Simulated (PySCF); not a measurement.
**From one method to the next for WH4 (triplet)**

Starting from one script, swap the method and compare what comes out for WH4 (triplet).

The runs use PySCF 2.14.0; each script names its method and basis.

1 further run of the same task is left out (for a known fault of the program). Runs told in other sessions of the task aren't counted.

## Step 1: The system as given

WH4 (triplet): 5 atoms, charge 0, spin multiplicity 3.

Bond lengths: W1–H2 1.704 Å, W1–H3 1.704 Å, W1–H4 1.704 Å, W1–H5 1.704 Å. Angles: H2–W1–H3 109.5°, H2–W1–H4 109.5°, H2–W1–H5 109.5°, H3–W1–H4 109.5°, H3–W1–H5 109.5°, H4–W1–H5 109.5°.

## Step 2: Base script

The input, input.py:

```python
from pyscf import gto, scf, mp

mol = gto.M(
    atom='W 0 0 0; H 1.3914 -0.0001 0.9838; H -1.3914 0 0.9838; H 0 1.3914 -0.9838; H 0 -1.3913 -0.9839',
    basis='crenbl',
    ecp={'W': 'crenbl'},
    charge=0,
    spin=2,
    verbose=4,
)
mf = scf.UHF(mol)
mf.kernel()
mp.MP2(mf).kernel()
mf.dip_moment()
print('orbital energies (hartree):', [e[max(0, n-3):n+3].round(4) for e, n in zip(mf.mo_energy, mol.nelec)])
```

Run with:

```sh
OMP_NUM_THREADS=1 python input.py
```

## Step 3: SCF alone

Run 1 changes step after the SCF: mp2 → none.

input.py: that of step 2 with these lines changed.

```diff
@@ -1,2 +1,2 @@
-from pyscf import gto, scf, mp
+from pyscf import gto, scf
 
@@ -12,3 +12,2 @@
 mf.kernel()
-mp.MP2(mf).kernel()
 mf.dip_moment()
```

## Step 4: Polarisability

Run 2 changes step after the SCF: mp2 → polarizability.

input.py: that of step 2 with these lines changed.

```diff
@@ -1,2 +1,3 @@
-from pyscf import gto, scf, mp
+from pyscf import gto, scf
+from pyscf.prop.polarizability import uhf as pol
 
@@ -12,3 +13,4 @@
 mf.kernel()
-mp.MP2(mf).kernel()
+print('polarizability (a.u.)')
+print(pol.Polarizability(mf).polarizability().round(4))
 mf.dip_moment()
```

## Step 5: RHF

Run 3 changes SCF type: UHF → RHF.

input.py: that of step 2 with these lines changed.

```diff
@@ -10,3 +10,3 @@
 )
-mf = scf.UHF(mol)
+mf = scf.RHF(mol)
 mf.kernel()
@@ -14,2 +14,2 @@
 mf.dip_moment()
-print('orbital energies (hartree):', [e[max(0, n-3):n+3].round(4) for e, n in zip(mf.mo_energy, mol.nelec)])
+print('orbital energies (hartree):', mf.mo_energy[..., max(0, mol.nelec[1]-3):mol.nelec[0]+3].round(4))
```

What does the calculation give? Wanted: for each run, E(SCF); from base; gap, α spin; SCF dipole; after the SCF.

The runs gave:

```tsv
run	E(SCF) (hartree)	from base (eV)	cycles	gap, α spin (eV)	SCF dipole (D)	after the SCF
base	-69.237626	0	11	12.18	0.00	MP2 correlation -6.570 eV
SCF alone	-69.237626	0.0000	11	12.18	0.00	n/a
polarisability	-69.237626	0.0000	11	12.18	0.00	n/a
RHF	-69.232021	+0.1525	9	n/a	0.00	MP2 correlation -6.666 eV
```

**Reading.** Total energies from different bases, Hamiltonians or methods carry different errors, so properties are taken as differences within one set-up.
